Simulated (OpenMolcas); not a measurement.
**Mo⁴⁺ among point charges: CASSCF and CASPT2 levels and susceptibility**

How does a field of 6 point charges split the states of Mo⁴⁺, and what χT follows?

The numbers are computed with OpenMolcas 26.06 (state-averaged CASSCF and CASPT2, spin-orbit coupling by RASSI with atomic mean-field integrals), except any that are marked as measured or tabulated.

## (1) What is computed

```
Species                           : Mo⁴⁺ (molybdenum, Z = 42, 38 electrons)
Basis                             : ANO-RCC-VDZP [6s5p3d1f], 43 functions
Scalar Hamiltonian                : DKH2, point nucleus
Inactive shells                   : 1s 2s 2p 3s 3p 3d 4s 4p
Active space                      : 2 electrons in 5 orbitals (4d)
Some configurations of this space : 4d2
Orbitals                          : optimised for each spin and parity, averaged over all roots
```

The outer shells:

4d2
```
4d [↑ ][↑ ][  ][  ][  ]
```

The ion sits among 6 point charges of -1.7 e arranged as an octahedron (Oh), 1.89 Å from the ion.

Each step is its own input file, run in one work folder so that later steps find the files of earlier ones. Labels, J, g values, rates, χT and fits are worked out afterwards by a script from the matrices that RASSI stores. The input lists half of the charges; inversion (Group=XYZ) makes the rest.

## (2) One- and two-electron integrals

The input, a.inp:

```
&GATEWAY
Coord
1

Mo 0.0 0.0 0.0
Basis=ANO-RCC-VDZP
Group=XYZ
NoMove
AngMom=0.0 0.0 0.0
AMFI
XField
3 Angstrom 0
1.890000 0.000000 0.000000 -1.700000
0.000000 1.890000 0.000000 -1.700000
0.000000 0.000000 1.890000 -1.700000
&SEWARD
```

The run is started by

```console
OMP_NUM_THREADS=1 MOLCAS_MEM=1689 MOLCAS_PROJECT=a pymolcas a.inp > a.log
```

## (3) Reference wave functions, triplets of even parity, 10 roots

The input, a.inp:

```
&RASSCF
FileOrb=start.orb
Symmetry=1
Spin=3
nActEl=2 0 0
Inactive=9 9
Ras2=5 0
CIRoot=10 10 1
SDav=10
CIMx=300
Iter=120 100
PrWF=0.3
OrbListing=Nothing
MaxOrb=0
>>> COPY $Project.JobIph JOB001
```

start.orb holds the contracted functions of the basis, ordered by shell, or the orbitals of the step before.

## (4) CASSCF: singlets of even parity, 15 roots

The input, a.inp:

```
&RASSCF
FileOrb=start.orb
Symmetry=1
Spin=1
nActEl=2 0 0
Inactive=9 9
Ras2=5 0
CIRoot=15 15 1
SDav=15
CIMx=300
Iter=120 100
PrWF=0.3
OrbListing=Nothing
MaxOrb=0
>>> COPY $Project.JobIph JOB002
```

## (5) State interaction with spin-orbit coupling

The input, a.inp:

```
&RASSI
NrOfJobIphs=2 10 15
1 2 3 4 5 6 7 8 9 10
1 2 3 4 5 6 7 8 9 10 11 12 13 14 15
IphNames
JOB001
JOB002
EJob
SpinOrbit
DIPRint=1.0
SOCoupling=1000.0
Subsets=2
Property=9
'ANGMOM' 1 'ANGMOM' 2 'ANGMOM' 3 'MLTPL  1' 1 'MLTPL  1' 2 'MLTPL  1' 3
'AMFI' 1 'AMFI' 2 'AMFI' 3
SOProperty=3
'ANGMOM' 1 'ANGMOM' 2 'ANGMOM' 3
```

## (6) CASPT2: IPEA 0.25, imaginary shift 0.1 (closed shells correlated: 4s 4p)

The input, a.inp:

```
>>> COPY JOB001 $Project.JobIph
&CASPT2
Multistate=10 1 2 3 4 5 6 7 8 9 10
NoMult
Frozen=8 6
IPEA=0.25
Imaginary=0.1
MaxIter=60
WThr=0.0 0.3 0.05
PrWF=0.5
NoMix
>>> COPY JOB002 $Project.JobIph
&CASPT2
Multistate=15 1 2 3 4 5 6 7 8 9 10 11 12 13 14 15
NoMult
Frozen=8 6
IPEA=0.25
Imaginary=0.1
MaxIter=60
WThr=0.0 0.3 0.05
PrWF=0.5
NoMix
```

(Steps that only read results are left out.)

Q: Predict the outcome of this session. Wanted: spin-free ground state; first state of the same spin within the active space; lowest level; next level.

As calculated:

| quantity | value |
| --- | --- |
| method | SS-CASPT2, IPEA 0.25, imaginary shift 0.1 (closed shells correlated: 4s 4p) |
| spin-free ground state | 3T1, 3-fold in its orbital part |
| first state of the same spin within the active space | 3T2 at 11900 cm⁻¹ |
| lowest level | 2-fold E, g = 0.00, 0.00, 0.00 |
| next level | 112.8 cm⁻¹ |
| χT at 300 K | 0.26 cm³ K/mol |
| effective moment at 300 K | 1.44 μB |

Cost by method:

| method | time of its own steps | time with the reference |
| --- | --- | --- |
| A. CASSCF | 5.5 s | 5.5 s |
| B. SS-CASPT2, IPEA 0.25, imaginary shift 0.1, +4s 4p | 1.9 s | 7.4 s |

Times are of one thread on a shared host.

The spin-free ground state (3T1) comes to 94 % from free-ion F terms and keeps the highest spin of the shell. χT at 300 K is 0.26, against 1.00 cm³ K/mol for the spin alone, so spin-orbit coupling lowers it. A ligand-field fit to the states below 45000 cm-1 gives 10Dq = 13829 cm-1, B = 704 cm-1 and C = 3082 cm-1 (C/B = 4.38), with a deviation of 337 cm-1. CASPT2 does not keep the components of a term degenerate, and the means are used. The field of point charges can differ much from that of real complexes. This is an electrostatic model: the charges have no orbitals.
